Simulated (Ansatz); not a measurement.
# IrAu: the cost of one run

Program: Ansatz 0.2.0. Level of theory: DFT PBE, scalar-relativistic, plane waves, PAW. These are calculated values, not measurements.

1 further run of the same task is left out (it didn't finish).

### Step 1. The system as given

It takes space group R-3m (No. 166, trigonal). The conventional cell has a = 2.829 Å, b = 2.829 Å, c = 13.869 Å, α = 90.00°, β = 90.00°, γ = 120.00°. Ir (site symmetry -3m) has 6 Ir at 2.83 Å and 6 Au at 2.83 Å as nearest neighbours. Around Au (site symmetry -3m) lie 6 Au at 2.83 Å and 6 Ir at 2.83 Å.

Structure file:

```
CELL_PARAMETERS angstrom
1.41460 0.81672 4.62289
-1.41460 0.81672 4.62289
0.00000 -1.63344 4.62289
ATOMIC_POSITIONS crystal
Ir 0.00000 0.00000 0.00000
Au 0.50000 0.50000 0.50000
```

It is the end of an earlier relaxation with the same method, from a database cell with other species swapped in; it is a trial structure. At a tolerance of 0.05 Å it has space group R-3m (No. 166); it has 16.02 Å³/atom, an uncorrected energy of +0.38 eV/atom over the elements.

### Step 2. Bands, states and charges

Input file input.yaml:

```yaml
crystal:
  lattice:
    - [1.4145984769, 0.8167188115, 4.622886923]
    - [-1.4145984769, 0.8167188115, 4.622886923]
    - [0.0, -1.6334376229, 4.622886923]
  atoms:
    - { symbol: Ir, position: [0.0, 0.0, 0.0] }
    - { symbol: Au, position: [0.5, 0.5, 0.5] }
basis:
  ecutwfc: 420
kpoints:
  mp_grid: { grid: [24, 24, 24] }
  band_path:
    path:
      - [[0.0, 0.0, 0.0], [0.5, 0.5, 0.5], [0.81252548, 0.18747452, 0.5]]
      - [[0.5, -0.18747452, 0.18747452], [0.5, 0.0, 0.0], [0.0, 0.0, 0.0], [0.34373726, -0.34373726, 0.0]]
      - [[0.65626274, 0.0, 0.34373726], [0.5, 0.0, 0.5], [0.0, 0.0, 0.0]]
    npoints: 14
hamiltonian:
  xc: pbe
scf:
  occupations: { method: gaussian, width: 0.1 }
  n_extra_bands: 6
output:
  forces: true
  stress: true
  eigenvalues: true
  populations: true
  dos: { projected: true, de: 0.02, nscf_kmesh: { grid: [29, 29, 29] } }
  bader: true
```

Started as:

```sh
$ ansatz run input.yaml --threads 1 --pin off --max-ram 2560MiB --backend cpu --events-out ev --progress --plain --runs-dir out
```

**Question.** How long does this run take on 1 thread of Arm Neoverse V1, shared host, and how much memory does it need?

About 1.9 min, with a peak of 1.3 GiB.
